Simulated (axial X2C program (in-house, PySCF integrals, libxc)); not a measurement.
# PtP: EOM-IP-CCSD levels

Aim: EOM-IP-CCSD levels of PtP, with spin–orbit coupling in the Hamiltonian from the start.

Computed with an in-house X2C program for linear molecules on PySCF integrals. Level: two-component X2C with atomic mean-field terms, Pt dyall-acv3z, P dyall-av3z.

All values are calculated.

## (1) The job

Contents of task.json:

```json
{"zs": [78, 15], "q": 0, "bas": ["dyall-acv3z", "dyall-av3z"], "r0": 2.14, "eom": "ip", "rq": -1, "thr": -2.0, "nmax": 95, "grid": [1, 0.96, 1.045, 0.92, 1.09, 1.15]}
```

Keys: zs atomic numbers; q charge; bas basis sets; r0 starting distance in Å; eom kind of EOM run; thr threshold in hartree for freezing inner shells (an s shell follows its p shell); nmax most natural virtual spinors; grid distances as factors.

On the command line:

```sh
> python soeom.py task.json out
```

The runs that follow: EOM-IP-CCSD at 2.091 Å.

Before running it: what results should come out? Wanted: next root led by one particle; T1 of the reference; lowest state, Re and ωe.

As calculated:

| quantity | value |
| --- | --- |
| lowest root at 2.091 Å | Ω = 1/2, 1.714 eV |
| next root led by one particle | Ω = 1/2, about 10280 cm⁻¹ higher |
| T1 of the reference | 0.036 |
| lowest state, Re and ωe | 2.042 Å, 560 cm⁻¹ |

**Reading.** Removing an electron from the reference determinant of PtP⁻ costs 1.71 eV and empties a spinor of 55% P pπ, 20% Pt dπ, 14% Pt pπ. The closed-shell reference lies 0.32 eV above the lowest determinant found, so these energies count from an excited configuration. Errors of 0.1 to 0.3 eV are usual at this size, and roots led by higher excitations are left out, so the list is incomplete, and low states of that kind can be missing. T1 or the largest double amplitude of the reference is raised, which lowers the reliability. The bond is 0.039 Å shorter than in the closed-shell reference at CCSD (2.081 Å).
